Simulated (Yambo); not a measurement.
# GaGe (F-43m) in Yambo: further runs

Runs on GaGe. Level: PBEsol. Tasks: optical spectrum, optical spectrum by the Bethe-Salpeter equation.

Program: Yambo 5.3.0. These are calculated values, not measurements. Logs are shortened: lines on timing, memory, paths and dates and some standing lists are left out, and cuts for length are marked.

## (1) The structure

The structure is cubic, space group F-43m (No. 216). Conventional cell: a = 5.796 Å, b = 5.796 Å, c = 5.796 Å, α = 90.00°, β = 90.00°, γ = 90.00°. Around Ge (site symmetry -43m) lie 4 Ga at 2.51 Å. Ga (site symmetry -43m) has 4 Ge at 2.51 Å as nearest neighbours.

The cell comes from a database or a generator and needn't be the stable form of this composition.

## (2) Optical spectrum, PBEsol

File optics2.in:

```
optics
chi
tddft
Chimod= "ALDA"
% BndsRnXd
 1 | 39 |
%
NGsBlkXd= 3 Ry
% LongDrXd
 1 | 0 | 0 |
%
% QpntsRXd
 1 | 1 |
%
% EnRngeXd
 0 | 20 | eV
%
% DmRngeXd
 0.1 | 0.1 | eV
%
ETStpsXd= 200
FxcGRLc= 3 Ry
VXCRLvcs= 3 Ry
```

File scf.in:

```
&CONTROL
  calculation = 'scf'
  prefix = 'pwscf'
  outdir = './tmp'
  pseudo_dir = './pseudo'
/
&SYSTEM
  ibrav = 0
  nat = 2
  ntyp = 2
  ecutwfc = 80
  nbnd = 21
  occupations = 'smearing'
  smearing = 'fd'
  degauss = 0.00367493
  force_symmorphic = .true.
/
&ELECTRONS
  conv_thr = 4d-10
  electron_maxstep = 120
  mixing_beta = 0.5
/
ATOMIC_SPECIES
Ge    72.6300 Ge.upf
Ga    69.7230 Ga.upf
CELL_PARAMETERS angstrom
   0.0000000000    2.8978440000    2.8978440000
   2.8978440000    0.0000000000    2.8978440000
   2.8978440000    2.8978440000    0.0000000000
ATOMIC_POSITIONS crystal
Ge     0.0000000000    0.0000000000    0.0000000000
Ga     0.2500000000    0.2500000000    0.2500000000
K_POINTS automatic
10 10 10 0 0 0
```

File nscf.in:

```
&CONTROL
  calculation = 'nscf'
  prefix = 'pwscf'
  outdir = './tmp'
  pseudo_dir = './pseudo'
/
&SYSTEM
  ibrav = 0
  nat = 2
  ntyp = 2
  ecutwfc = 80
  nbnd = 44
  occupations = 'smearing'
  smearing = 'fd'
  degauss = 0.00367493
  force_symmorphic = .true.
/
&ELECTRONS
  conv_thr = 1d-08
  diago_full_acc = .true.
  diago_thr_init = 1d-06
/
ATOMIC_SPECIES
Ge    72.6300 Ge.upf
Ga    69.7230 Ga.upf
CELL_PARAMETERS angstrom
   0.0000000000    2.8978440000    2.8978440000
   2.8978440000    0.0000000000    2.8978440000
   2.8978440000    2.8978440000    0.0000000000
ATOMIC_POSITIONS crystal
Ge     0.0000000000    0.0000000000    0.0000000000
Ga     0.2500000000    0.2500000000    0.2500000000
K_POINTS automatic
10 10 10 0 0 0
```

Potentials or basis: PseudoDojo 0.4.1 SR PBEsol standard.

Launch:

```
$ OMP_NUM_THREADS=1 pw.x -in scf.in > scf.out
$ OMP_NUM_THREADS=1 pw.x -in nscf.in > nscf.out
$ cd tmp/pwscf.save; p2y; mv SAVE ../..; cd ../..
$ OMP_NUM_THREADS=1 yambo
$ OMP_NUM_THREADS=1 yambo -F optics2.in -J optics2 -C optics2_out
```

Yambo's report:

```text
[... sections 02.01 to 02.04 as in the set-up run ...]

  [02.05] Energies & Occupations
  ==============================

  [X] === General ===
  [X] Electronic Temperature                        :  0.258606E-1   300.100    [eV K]
  [X] Bosonic    Temperature                        :  0.258606E-1   300.100    [eV K]
  [X] Finite Temperature mode                       : yes
  [X] El. density                                   :  0.55476E+24 [cm-3]
  [X] Fermi Level                                   :  7.015658 [eV]

  [X] === Gaps and Widths ===
  [X] Conduction Band Min                           :  7.015658 [eV]
  [X] Valence Band Max                              :  7.015658 [eV]
  [X] Filled Bands                                  :  11
  [X] Metallic Bands                                :  12  14
  [X] Empty Bands                                   :   15   44

  [X] === Metallic Characters ===
  [X] N of el / N of met el                         :  27.00000   4.50878
  [X] Average metallic occ.                         :  0.375732

  [WARNING] [X] Metallic system

 [03] Transferred momenta grid and indexing
 ==========================================

 IBZ Q-points                                      :   47
 BZ  Q-points                                      :  1000

 K/Q-points units:
 rlu = crystal or reduced units; cc = cartesian coordinates; iku = interal k-units

 Q [ 1]         [rlu]:  0.000000  0.000000  0.000000
 Q [ 2]         [rlu]:  0.13643E-16  0.13643E-16  0.10000
 Q [ 3]         [rlu]: -0.22528E-17 -0.22528E-17  0.20000
 Q [ 4]         [rlu]:  0.13364E-16  0.13364E-16  0.30000
 Q [ 5]         [rlu]:  0.33945E-16  0.33945E-16  0.40000
 Q [ 6]         [rlu]: -0.26771E-16 -0.26771E-16 -0.50000
 Q [ 7]         [rlu]: -0.36951E-17  0.10000      0.10000
 Q [ 8]         [rlu]: -0.21052E-16  0.10000      0.20000
 Q [ 9]         [rlu]: -0.14348E-16  0.10000      0.30000
 Q [10]         [rlu]:  0.13364E-16  0.10000      0.40000
 Q [11]         [rlu]: -0.15201E-16  0.10000      0.50000
 Q [12]         [rlu]: -0.26771E-16  0.10000     -0.40000
 Q [13]         [rlu]: -0.33945E-16  0.10000     -0.30000
 Q [14]         [rlu]: -0.37554E-16  0.10000     -0.20000
 Q [15]         [rlu]:  0.47026E-18  0.10000     -0.10000
[... 30 lines left out ...]
 Q [46]         [rlu]:  0.200000  0.400000 -0.300000
 Q [47]         [rlu]:  0.200000 -0.500000 -0.300000

 [WARNING] [Xd] User bands 1-39 break level degeneracy

 [04] Dipoles
 ============

  [04.01] Setup: observables and procedures
  =========================================

  [WF-Oscillators/G space/Transverse up loader] Normalization (few states)  min/max  :  0.33028E-17   1.0000

  [WR./optics2//ndb.dipoles]------------------------------------------------------
   Brillouin Zone Q/K grids (IBZ/BZ)                :    47  1000    47  1000
   RL vectors                                       :   5029 [WF]
   Fragmentation                                    : yes
   Electronic Temperature                           :  300.1000 [K]
   Bosonic    Temperature                           :  300.1000 [K]
   DIP band range                                   :    1   39
   DIP band range limits                            :  14  12
   DIP e/h energy range                             : -1.000000 -1.000000 [eV]
   RL vectors in the sum                            :   5029
   [r,Vnl] included                                 : yes
   Bands ordered                                    : yes
   Direct v evaluation                              : no
   Approach used                                    : G-space v
   Dipoles computed                                 : R V P [G-space]
   Wavefunctions                                    : Perdew, Burke & Ernzerhof SOL(X)+Perdew, Burke & Ernzerhof SOL(C)

  [WARNING] [r,Vnl^pseudo] included in position and velocity dipoles.

  [WARNING] In case H contains other non local terms, these are neglected

 [05] Optics
 ===========

 [xc] Functional : Perdew, Burke & Ernzerhof SOL(X)+Perdew, Burke & Ernzerhof SOL(C)
 [xc] LIBXC used to calculate xc functional
  PP Number of Atomic Species                      :  2
  NLCC RL compoments                               :   31879
 [X-CG] R(p) Tot o/o(of R):    13252   355106      100

 [WARNING] The system is a metal but Drude term not included.
```

Wall time 2.1 min (1 thread of Intel Xeon 6975P-C (Granite Rapids), shared host); peak memory 0.67 GiB.

What came out:

```
Band gap on the k mesh, mean-field level : none (metal or under the smearing width)
```

Dielectric function (along the field direction of the input):
```
energy (eV)  real part  imaginary part
       0.30      81.55           81.08
       0.90      -0.32           11.36
       1.61       0.88            4.76
       2.31       4.08            2.58
       3.02      12.95            6.09
       3.62      -8.96           29.45
       4.32       3.08            8.06
       5.03      -7.64            6.11
       5.73      -3.05            2.19
       6.33      -2.98            2.97
       7.04      -2.50            2.90
       7.74      -1.49            1.36
       8.44      -1.25            0.69
       9.05      -0.77            1.13
       9.75      -0.62            0.88
      10.45      -0.35            0.63
      11.16      -0.16            0.46
      11.76      -0.12            0.41
      12.46       0.03            0.31
      13.17       0.14            0.29
      13.87       0.30            0.19
      14.47       0.41            0.30
      15.18       0.33            0.24
      15.88       0.40            0.18
      16.58       0.53            0.10
      17.19       0.61            0.16
      17.89       0.66            0.16
      18.59       0.68            0.17
      19.30       0.73            0.18
      20.00       0.73            0.19
```

Caveat: the LDA kernel is used on GGA states, which is inconsistent by a few percent; the intraband (Drude) term of the metal is left out; the ground state has no gap, which makes the many-body step unreliable; these spectra lack excitons.

## (3) Optical spectrum, PBEsol

File optics3.in:

```
optics
chi
tddft
Chimod= "LRC"
% BndsRnXd
 1 | 39 |
%
NGsBlkXd= 3 Ry
% LongDrXd
 1 | 0 | 0 |
%
% QpntsRXd
 1 | 1 |
%
% EnRngeXd
 0 | 20 | eV
%
% DmRngeXd
 0.1 | 0.1 | eV
%
ETStpsXd= 200
LRC_alpha= -0.2
```

scf.in is that of step 2.

nscf.in is that of step 2.

Potentials or basis: PseudoDojo 0.4.1 SR PBEsol standard.

Launch:

```
$ OMP_NUM_THREADS=1 pw.x -in scf.in > scf.out
$ OMP_NUM_THREADS=1 pw.x -in nscf.in > nscf.out
$ cd tmp/pwscf.save; p2y; mv SAVE ../..; cd ../..
$ OMP_NUM_THREADS=1 yambo
$ OMP_NUM_THREADS=1 yambo -F optics3.in -J optics3 -C optics3_out
```

Yambo's report:

```text
[... sections 02.01 to 02.04 as in the set-up run ...]

  [02.05] Energies & Occupations
  ==============================

  [X] === General ===
  [X] Electronic Temperature                        :  0.258606E-1   300.100    [eV K]
  [X] Bosonic    Temperature                        :  0.258606E-1   300.100    [eV K]
  [X] Finite Temperature mode                       : yes
  [X] El. density                                   :  0.55476E+24 [cm-3]
  [X] Fermi Level                                   :  7.015658 [eV]

  [X] === Gaps and Widths ===
  [X] Conduction Band Min                           :  7.015658 [eV]
  [X] Valence Band Max                              :  7.015658 [eV]
  [X] Filled Bands                                  :  11
  [X] Metallic Bands                                :  12  14
  [X] Empty Bands                                   :   15   44

  [X] === Metallic Characters ===
  [X] N of el / N of met el                         :  27.00000   4.50878
  [X] Average metallic occ.                         :  0.375732

  [WARNING] [X] Metallic system

 [03] Transferred momenta grid and indexing
 ==========================================

 IBZ Q-points                                      :   47
 BZ  Q-points                                      :  1000

 K/Q-points units:
 rlu = crystal or reduced units; cc = cartesian coordinates; iku = interal k-units

 Q [ 1]         [rlu]:  0.000000  0.000000  0.000000
 Q [ 2]         [rlu]:  0.13643E-16  0.13643E-16  0.10000
 Q [ 3]         [rlu]: -0.22528E-17 -0.22528E-17  0.20000
 Q [ 4]         [rlu]:  0.13364E-16  0.13364E-16  0.30000
 Q [ 5]         [rlu]:  0.33945E-16  0.33945E-16  0.40000
 Q [ 6]         [rlu]: -0.26771E-16 -0.26771E-16 -0.50000
 Q [ 7]         [rlu]: -0.36951E-17  0.10000      0.10000
 Q [ 8]         [rlu]: -0.21052E-16  0.10000      0.20000
 Q [ 9]         [rlu]: -0.14348E-16  0.10000      0.30000
 Q [10]         [rlu]:  0.13364E-16  0.10000      0.40000
 Q [11]         [rlu]: -0.15201E-16  0.10000      0.50000
 Q [12]         [rlu]: -0.26771E-16  0.10000     -0.40000
 Q [13]         [rlu]: -0.33945E-16  0.10000     -0.30000
 Q [14]         [rlu]: -0.37554E-16  0.10000     -0.20000
 Q [15]         [rlu]:  0.47026E-18  0.10000     -0.10000
[... 30 lines left out ...]
 Q [46]         [rlu]:  0.200000  0.400000 -0.300000
 Q [47]         [rlu]:  0.200000 -0.500000 -0.300000

 [WARNING] [Xd] User bands 1-39 break level degeneracy

 [04] Dipoles
 ============

  [04.01] Setup: observables and procedures
  =========================================

  [WF-Oscillators/G space/Transverse up loader] Normalization (few states)  min/max  :  0.33028E-17   1.0000

  [WR./optics3//ndb.dipoles]------------------------------------------------------
   Brillouin Zone Q/K grids (IBZ/BZ)                :    47  1000    47  1000
   RL vectors                                       :   5029 [WF]
   Fragmentation                                    : yes
   Electronic Temperature                           :  300.1000 [K]
   Bosonic    Temperature                           :  300.1000 [K]
   DIP band range                                   :    1   39
   DIP band range limits                            :  14  12
   DIP e/h energy range                             : -1.000000 -1.000000 [eV]
   RL vectors in the sum                            :   5029
   [r,Vnl] included                                 : yes
   Bands ordered                                    : yes
   Direct v evaluation                              : no
   Approach used                                    : G-space v
   Dipoles computed                                 : R V P [G-space]
   Wavefunctions                                    : Perdew, Burke & Ernzerhof SOL(X)+Perdew, Burke & Ernzerhof SOL(C)

  [WARNING] [r,Vnl^pseudo] included in position and velocity dipoles.

  [WARNING] In case H contains other non local terms, these are neglected

 [05] Optics
 ===========

 [X-CG] R(p) Tot o/o(of R):    13252   355106      100

 [WARNING] The system is a metal but Drude term not included.
```

It took 1.9 min on 1 thread of Intel Xeon 6975P-C (Granite Rapids), shared host; peak memory 0.67 GiB.

What came out:

```yaml
Band_gap_on_the_k_mesh_mean-field_level: none (metal or under the smearing width)
```

Dielectric function (along the field direction of the input):
| energy (eV) | real part | imaginary part |
| --- | --- | --- |
| 0.30 | -71.84 | 46.70 |
| 0.80 | -8.25 | 10.41 |
| 1.31 | 0.15 | 14.82 |
| 1.81 | 5.33 | 5.89 |
| 2.31 | 3.44 | 2.73 |
| 2.81 | 12.01 | 4.03 |
| 3.32 | 14.86 | 19.85 |
| 3.82 | -7.15 | 10.11 |
| 4.32 | 2.10 | 7.30 |
| 4.82 | -8.69 | 9.02 |
| 5.33 | -4.58 | 3.12 |
| 5.83 | -2.41 | 2.51 |
| 6.33 | -2.68 | 2.69 |
| 6.83 | -1.04 | 2.59 |
| 7.34 | -2.09 | 1.82 |
| 7.84 | -1.02 | 1.52 |
| 8.34 | -1.48 | 0.81 |
| 8.84 | -0.64 | 0.68 |
| 9.35 | -0.75 | 1.00 |
| 9.85 | -0.72 | 0.83 |
| 10.35 | -0.34 | 0.57 |
| 10.85 | -0.33 | 0.42 |
| 11.36 | -0.06 | 0.50 |
| 11.86 | -0.08 | 0.40 |
| 12.36 | 0.05 | 0.35 |
| 12.86 | 0.11 | 0.28 |
| 13.37 | 0.19 | 0.23 |
| 13.87 | 0.29 | 0.21 |
| 14.37 | 0.39 | 0.29 |
| 14.87 | 0.39 | 0.27 |
| 15.38 | 0.41 | 0.23 |
| 15.88 | 0.41 | 0.20 |
| 16.38 | 0.47 | 0.16 |
| 16.88 | 0.59 | 0.16 |
| 17.39 | 0.58 | 0.17 |
| 17.89 | 0.64 | 0.16 |
| 18.39 | 0.66 | 0.15 |
| 18.89 | 0.68 | 0.15 |
| 19.40 | 0.71 | 0.19 |
| 20.00 | 0.72 | 0.19 |

Caveat: the intraband (Drude) term of the metal is left out; the ground state has no gap, which makes the many-body step unreliable; the long-range kernel's strength is typed, not fitted to the crystal's screening; independent-particle spectra lack excitons.

(Continued in part 2 of 2.)
